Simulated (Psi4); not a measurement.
**AlBrCl (SMILES [Cl][Al][Br]) at UCAM-B3LYP/aug-pcseg-3 (density fitting, sweep point 4)**

What is the energy change on altering one bond length of AlBrCl at UCAM-B3LYP/aug-pcseg-3 (density fitting, sweep point 4)? The job is set up through a Python script.

Program for the calculation: Psi4 1.11.

## (1) The system as given

AlBrCl has 3 atoms, charge 0, and is taken as a doublet. As SMILES, `[Cl][Al][Br]`. Geometry: relaxed at PBE0-D4/def2-TZVP.

Bond lengths: Cl1–Al2 2.102 Å, Al2–Br3 2.266 Å. Angles: Cl1–Al2–Br3 118.9°.

## (2) A single-point energy at UCAM-B3LYP/aug-pcseg-3 (density fitting, sweep point 4)

calc.py reads:

```python
import psi4

psi4.set_memory('1600 MB')
psi4.set_num_threads(1)
psi4.core.set_output_file('output.dat', False)

m = psi4.geometry("""
0 2
Cl     0.439900     1.761100     0.423900
Al    -0.648100     0.131300    -0.337700
Br     0.197100    -1.957200    -0.099400
units angstrom
symmetry c1
""")

options = {'basis': 'aug-pcseg-3', 'reference': 'uks', 'puream': True, 'scf_type': 'df', 'dft_radial_points': 99, 'dft_spherical_points': 590, 'maxiter': 150}
psi4.set_options(options)

energy_value = psi4.energy('cam-b3lyp', molecule=m)
print('E =', round(energy_value, 9))
```

The run is started by

```sh
python calc.py
```

output.dat:

```text
[...]
  Running in c1 symmetry.
[...]
  Nuclear repulsion =  245.578057614561999
[...]
  Multiplicity = 2
[...]
  Nalpha       = 33
  Nbeta        = 32
[...]
    Number of basis functions: 271
[...]
   @DF-UKS iter   1: -3276.74207273622005   -1.44081e+00   6.01062e-03 DIIS/ADIIS
[...]
   @DF-UKS iter   8: -3277.13372343262063   -5.48791e-07   7.05910e-07 DIIS
[...]
   @S^2 Observed:                7.523595871E-01
[...]
    Orbital Energies [Eh]
    ---------------------
    Alpha Occupied:
       1A   -482.820167     2A   -101.578616     3A    -62.497246
       4A    -56.308434     5A    -56.306821     6A    -56.306583
       7A    -56.158309     8A     -9.525988     9A     -8.758334
      10A     -7.285113    11A     -7.281349    12A     -7.280872
      13A     -6.585087    14A     -6.580349    15A     -6.579615
      16A     -4.274952    17A     -2.828707    18A     -2.826628
      19A     -2.824417    20A     -2.702188    21A     -2.700889
      22A     -2.700305    23A     -2.696618    24A     -2.696591
      25A     -0.905662    26A     -0.859991    27A     -0.510208
      28A     -0.441373    29A     -0.413771    30A     -0.412426
      31A     -0.378698    32A     -0.374135    33A     -0.287478
[...]
  @DF-UKS Final Energy: -3277.13372343262063
   => Energetics <=
    Nuclear Repulsion Energy =            245.5780576145619989
    One-Electron Energy =               -5046.1888793450034427
    Two-Electron Energy =                1630.9488187667711827
    DFT Exchange-Correlation Energy =    -107.4717204689498118
    Empirical Dispersion Energy =           0.0000000000000000
    VV10 Nonlocal Energy =                  0.0000000000000000
    Total Energy =                      -3277.1337234326206271
[...]
 Multipole Moments:
 ------------------------------------------------------------------------------------
     Multipole            Electronic (a.u.)      Nuclear  (a.u.)        Total (a.u.)
 ------------------------------------------------------------------------------------
 L = 1.  Multiply by 2.5417464519 to convert [e a0] to [Debye]
 Dipole X            :         -0.4749809           -0.1342172           -0.6091981
 Dipole Y            :         -8.2098863            8.2814598            0.0715735
 Dipole Z            :         -0.0000000           -0.0000000           -0.0000000
 Magnitude           :                                                    0.6133883
[...]
```

Standard output:

```text
E = -3277.133723433
```

It took 41 s on 1 thread of Intel Xeon Platinum 8488C (Sapphire Rapids), shared host; peak memory 1.4 GiB.

## (3) The distorted shape

calc.py reads:

```python
import psi4

psi4.set_memory(1600000000)
psi4.set_num_threads(1)
psi4.set_output_file('psi4.out', False)

m = psi4.geometry("""
0 2
Cl    -0.236262     3.431904     0.233260
Al    -1.324262     1.802104    -0.528340
Br     0.197100    -1.957200    -0.099400
units angstrom
symmetry c1
""")

psi4.set_options({
    'reference': 'uks',
    'puream': True,
    'scf_type': 'df',
    'dft_radial_points': 99,
    'dft_spherical_points': 590,
    'maxiter': 150,
})

e = psi4.energy("cam-b3lyp/aug-pcseg-3")
print('E =', round(e, 9))
```

The run is started by

```sh
python calc.py
```

psi4.out:

```text
[...]
  Running in c1 symmetry.
[...]
  Nuclear repulsion =  172.794990904351550
[...]
  Multiplicity = 2
[...]
  Nalpha       = 33
  Nbeta        = 32
[...]
    Number of basis functions: 271
[...]
   @DF-UKS iter   1: -3276.46904284137645   -1.55194e+00   6.29267e-03 ADIIS/DIIS
[...]
   @DF-UKS iter  21: -3277.04850101978946   -4.29810e-07   4.87783e-07 DIIS
[...]
   @S^2 Observed:                7.609044234E-01
[...]
    Orbital Energies [Eh]
    ---------------------
    Alpha Occupied:
       1A   -482.842112     2A   -101.573122     3A    -62.517095
       4A    -56.332578     5A    -56.325377     6A    -56.325370
       7A    -56.138240     8A     -9.521163     9A     -8.777907
      10A     -7.278606    11A     -7.276833    12A     -7.276809
      13A     -6.614410    14A     -6.594942    15A     -6.594922
      16A     -4.253603    17A     -2.806194    18A     -2.806055
      19A     -2.802222    20A     -2.728285    21A     -2.723492
      22A     -2.723476    23A     -2.709100    24A     -2.709100
      25A     -0.900233    26A     -0.862366    27A     -0.489298
      28A     -0.420544    29A     -0.407449    30A     -0.407160
      31A     -0.374279    32A     -0.374253    33A     -0.316419
[...]
  @DF-UKS Final Energy: -3277.04850101978946
   => Energetics <=
    Nuclear Repulsion Energy =            172.7949909043515504
    One-Electron Energy =               -4900.4499824629647264
    Two-Electron Energy =                1557.9950273000031302
    DFT Exchange-Correlation Energy =    -107.3885367611796084
    Empirical Dispersion Energy =           0.0000000000000000
    VV10 Nonlocal Energy =                  0.0000000000000000
    Total Energy =                      -3277.0485010197894553
[...]
 Multipole Moments:
 ------------------------------------------------------------------------------------
     Multipole            Electronic (a.u.)      Nuclear  (a.u.)        Total (a.u.)
 ------------------------------------------------------------------------------------
 L = 1.  Multiply by 2.5417464519 to convert [e a0] to [Debye]
 Dipole X            :          1.3691805           -1.9662277           -0.5970472
 Dipole Y            :        -12.5594147           12.7672749            0.2078602
 Dipole Z            :          0.0000000            0.0000000            0.0000000
 Magnitude           :                                                    0.6321956
[...]
```

Standard output:

```text
E = -3277.04850102
```

It took 79 s on 1 thread of Intel Xeon Platinum 8488C (Sapphire Rapids), shared host; peak memory 1.4 GiB.

## (4) Summary of results

At UCAM-B3LYP/aug-pcseg-3 (density fitting, sweep point 4):

| quantity | value |
| --- | --- |
| first shape: total energy | -3277.13372 Eh |
| first shape: dipole moment | 1.56 D |
| first shape: HOMO energy (highest over α and β) | -7.82 eV |
| first shape: LUMO energy (lowest over α and β) | -2.62 eV |
| first shape: ⟨S²⟩ | 0.752 |
| distorted shape: total energy | -3277.04850 Eh |
| distorted shape: dipole moment | 1.61 D |
| distorted shape: HOMO energy (highest over α and β) | -8.45 eV |
| distorted shape: LUMO energy (lowest over α and β) | -4.74 eV |
| distorted shape: ⟨S²⟩ | 0.761 |
| energy change with the Al2–Br3 bond stretched from 2.266 to 4.078 Å | 2.319 eV |

With the Al2–Br3 bond stretched from 2.266 to 4.078 Å the energy rises by 2.32 eV (224 kJ/mol). The first shape isn't relaxed at this level, so the change isn't measured from a minimum.
